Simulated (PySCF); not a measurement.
# C11H16O3S: the cost of one run

Programs: PySCF 2.14.0, with routines of our own; each step states its level. All values are computed. Atoms count from 0.

## 1. The starting structure

31 atoms, charge 0, multiplicity 1; geometry from: GFN2-xTB.

## 2. NMR shifts: GIAO KT3/pcSseg-1

Job settings and geometry (Å):

```
{"job": {"kind": "nmr", "xc": "KT3", "basis": "pcSseg-1", "pop": false}, "charge": 0, "multiplicity": 1}
C     -3.381621     0.917760    -1.705145
C     -3.064004     1.028427    -0.217981
C     -3.383905    -0.246752     0.563717
C     -2.535866    -1.441653     0.133678
O     -1.150978    -1.153185     0.291889
S     -0.205115    -1.621541    -0.934722
O     -0.743811    -1.101771    -2.157210
O      0.000615    -3.035679    -0.859315
C      1.258610    -0.745650    -0.452727
C      2.205141    -1.390395     0.315883
C      3.333261    -0.696304     0.718043
C      3.511931     0.635838     0.357333
C      4.738914     1.384375     0.776910
C      2.540141     1.261623    -0.419933
C      1.410702     0.573967    -0.826822
H     -2.709480     0.217654    -2.194297
H     -3.262572     1.886696    -2.185022
H     -4.407943     0.585897    -1.851040
H     -3.642169     1.848714     0.215789
H     -2.004366     1.256210    -0.086708
H     -4.433109    -0.516522     0.425843
H     -3.211792    -0.064304     1.626270
H     -2.771078    -2.320201     0.745515
H     -2.715609    -1.686421    -0.916869
H      2.044540    -2.423769     0.577300
H      4.082012    -1.192619     1.317547
H      5.207760     0.912641     1.636242
H      4.496600     2.414972     1.025620
H      5.461873     1.399138    -0.038924
H      2.673251     2.294407    -0.706612
H      0.650853     1.036141    -1.436307
```

Method: GIAO KT3/pcSseg-1 NMR shielding, non-relativistic, gas phase.

Command:

```sh
> OMP_NUM_THREADS=1 python large_run.py task.json out
```

This one command runs all jobs of the session in turn.

Q: Estimate the wall time and peak memory of this job on 1 thread of AMD EPYC 7R43, shared host.

About 39 s, with a peak of 0.58 GiB.
